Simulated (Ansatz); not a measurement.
# YCu2S2: the cost of one run

Program: Ansatz 0.2.0 through its Python package. Level of theory: DFT PBEsol, plane waves, PAW. These are calculated values, not measurements.

## Step 1: Starting point

Symmetry: P-3m1, No. 164, trigonal system. The conventional cell has a = 3.927 Å, b = 3.927 Å, c = 6.414 Å, α = 90.00°, β = 90.00°, γ = 120.00°. Y (site symmetry -3m) is surrounded by 6 S at 2.84 Å and 6 Cu at 3.15 Å. Around Cu (site symmetry 3m) lie 4 S at 2.32 to 2.51 Å. S (site symmetry 3m) has 4 Cu at 2.32 to 2.51 Å and 3 Y at 2.84 Å as nearest neighbours.

The script holds or builds the structure itself.

## Step 2: The script

The input, smear.py:

```python
"""Smearing width test for YCu2S2."""

import ansatz as az
import pandas as pd

params = {
    "xc": "pbesol",
    "k_spacing": 0.26,
}


def main() -> None:
    structure = (
        az.Lattice.from_parameters(3.927404, 3.927404, 6.414112, alpha=90, beta=90, gamma=120)
        .space_group(164)
        .atom("Y", (0.0, 0.0, 0.0))
        .atom("Cu", (2 / 3, 1 / 3, 0.658361))
        .atom("S", (2 / 3, 1 / 3, 0.267394))
    )

    model = (
        structure.calculation()
        .functional(params["xc"])
        .basis(17 * az.Ha)
        .kpoints(spacing=params["k_spacing"])
        .pseudopotentials("paw")
        .stress()
    )

    rows = []
    for value in [0.5, 0.3, 0.2, 0.1]:
        report = model.occupations("gaussian", width=value).run(threads=1, pin="off").report
        rows.append((value, report["free_energy_ev"] / len(report["lattice"]["sites"]), report["n_iterations"], sum(report["stress_gpa"][i][i] for i in range(3)) / 3, report["n_kpoints"]))

    table = pd.DataFrame(rows, columns=["width (eV)", "F/atom (eV)", "iterations", "P (GPa)", "k-points"])
    print(table.round(5).to_string(index=False))

    # differences from the last row
    for row in rows[:-1]:
        shift = 1000 * (row[1] - rows[-1][1])
        print(f"{row[0]}: {shift:+.2f} meV/atom" + ("  (within 5 meV)" if abs(shift) < 5 else ""))


if __name__ == "__main__":
    main()
```

## Step 3: Running it

Started as:

```bash
> python smear.py
```

**Question.** How long does this script take on 1 thread of Arm Neoverse V1, shared host, and how much memory does it need?

About 34 s, with a peak of 0.52 GiB.
